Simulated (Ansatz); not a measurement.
# SiHSe (quartet): the correlation ladder, cc-pVDZ

One table from this session's results is given with a row withheld; the runs are named, their logs left out.

Method: cc-pVDZ, core rule «outside noble gas», up to 19 orbitals frozen; program: Ansatz 0.2.0, Gaussian basis.

The runs, in order: UHF; CCSD(T) on ROHF; CCSD(T) on UHF; BCCD(T) on ROHF; CISD; CCSDT(Q) on ROHF; CCSDT(Q) on UHF; CASSCF and MRCISD+Q, 11 electrons in 9 orbitals; CASSCF and NEVPT2, 11 electrons in 9 orbitals.

28 further runs of the same task are left out: 14 that didn't finish, 14 set aside as unsound or not needed.

## The system

The geometry is a PBE0/def2-TZVP stationary point (not a proven minimum). No spin-orbit coupling is included. The filled d shell of Se may be among the frozen orbitals whatever the setting's name suggests; the logs give the count.

3 atoms, charge 0, spin multiplicity 4.

Atoms are counted from 1 here; the program's logs count them from 0.

Bond lengths: Si1–Se2 2.313 Å, Si1–H3 1.497 Å. Angles: Se2–Si1–H3 117.0°.

As a file:

```xyz
3

Si    0.0000   -0.1022    1.6811
Se    0.0000    0.0211   -0.6290
H     0.0000    1.1938    2.4308
```

The first run:

The input, in.yaml:

```yaml
crystal:
  periodic: [false, false, false]
  atoms:
    - {symbol: Si, position_ang: [0.000000, -0.102205, 1.681089]}
    - {symbol: Se, position_ang: [0.000000, 0.021114, -0.628981]}
    - {symbol: H, position_ang: [0.000000, 1.193815, 2.430780]}
basis:
  gaussian: {orbitals: cc-pVDZ}
magnetization: {spin_polarized: true, initial_magnetization: 3}
hamiltonian: {xc: hf}
output: {orbitals: {seedname: orbitals}}
```

Started as:

```console
> ansatz run in.yaml --threads 1 --pin off --events-out ev --progress --plain --max-ram 2393MiB
```

Steps of the session up to this table: UHF; CCSD(T) on ROHF; CCSD(T) on UHF; BCCD(T) on ROHF; CISD; CCSDT(Q) on ROHF; CCSDT(Q) on UHF; CASSCF and MRCISD+Q, 11 electrons in 9 orbitals; CASSCF and NEVPT2, 11 electrons in 9 orbitals.

One of the session's tables, all rows but one given; the rest of the session is left out.

| method | from UCCSDT(Q) (meV) |
| --- | --- |
| ROHF | +5288.2 |
| UHF | +5130.2 |
| RMP2 | +1027.0 |
| UMP2 | +1030.5 |
| CISD | +532.0 |
| RCCSD | +188.5 |
| UCCSD | +181.5 |
| RCCSD(T) | +45.3 |
| UCCSD(T) | +42.0 |
| BCCD(T) | +45.3 |
| RCCSDT | +13.6 |
| UCCSDT | +9.9 |
| RCCSDT(Q) | +4.5 |
| UCCSDT(Q) | 0 |
| CASSCF valence | +4361.4 |
| NEVPT2 valence | +1077.7 |
| MRCISD valence | +378.1 |
| MRCISD+Q valence | ? |

**Question.** Estimate the row for MRCISD+Q valence.

**Answer.** from UCCSDT(Q) (meV): +45.4. In the column «from UCCSDT(Q) (meV)» it lies between BCCD(T) (+45.3) and UCCSD (+181.5).

Among the levels timed on like hardware and quicker than the yardstick, those that no quicker one beats, quickest first: CISD (11 s, +532.0 meV); UCCSD(T) (20 s, +42.0 meV).

With the free atoms at the same levels and basis (separate runs), the atomisation energy is 4.138 eV at UCCSDT(Q), 4.121 eV at RCCSD(T), 4.116 eV at UCCSD(T), 3.231 eV at ROHF.

Limits of these values: Of the multireference levels listed MRCISD+Q valence comes nearest in total energy (+45.4 meV), which doesn't show that its space is the better one. Restricted and unrestricted rows rest on different reference determinants; where their highest levels disagree by more than a few hundredths of an eV, they describe different states and don't form one ladder.
